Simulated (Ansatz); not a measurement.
# ClH3InN: the cost of one run

The runs use Ansatz 0.2.0; RKS SPW92 (LDA)/def2-SVP.

### Step 1. Reference run: ClH3InN, relaxed

input.yaml reads:

```yaml
crystal:
  periodic: [false, false, false]
  atoms:
    - { symbol: In, position_ang: [1.375584, 1.174976, 0.728232] }
    - { symbol: H, position_ang: [-0.398902, 0.237466, -0.370313] }
    - { symbol: "N", position_ang: [0.398539, -0.323996, -0.748292] }
    - { symbol: H, position_ang: [-0.455193, -0.535184, 0.254963] }
    - { symbol: Cl, position_ang: [-0.977036, 0.198792, 1.757175] }
    - { symbol: H, position_ang: [0.057108, -0.752054, -1.621766] }
basis:
  gaussian: { orbitals: def2-SVP }
hamiltonian:
  xc: lda
output:
  forces: true
relax:
  f_tol: 0.02
  max_steps: 120
  constraints: [{ distance: [1, 3] }, { distance: [0, 1] }, { distance: [2, 3] }]
  escape_saddle: false
```

Run with:

```sh
> ansatz run input.yaml --threads 1 --pin off --max-ram 2560MiB --backend cpu --events-out ev --progress --plain --runs-dir out
```

**Question.** How long does this run take on 1 thread of Arm Neoverse V1, shared host, and how much memory does it need?

About 10 s, with a peak of 0.14 GiB.
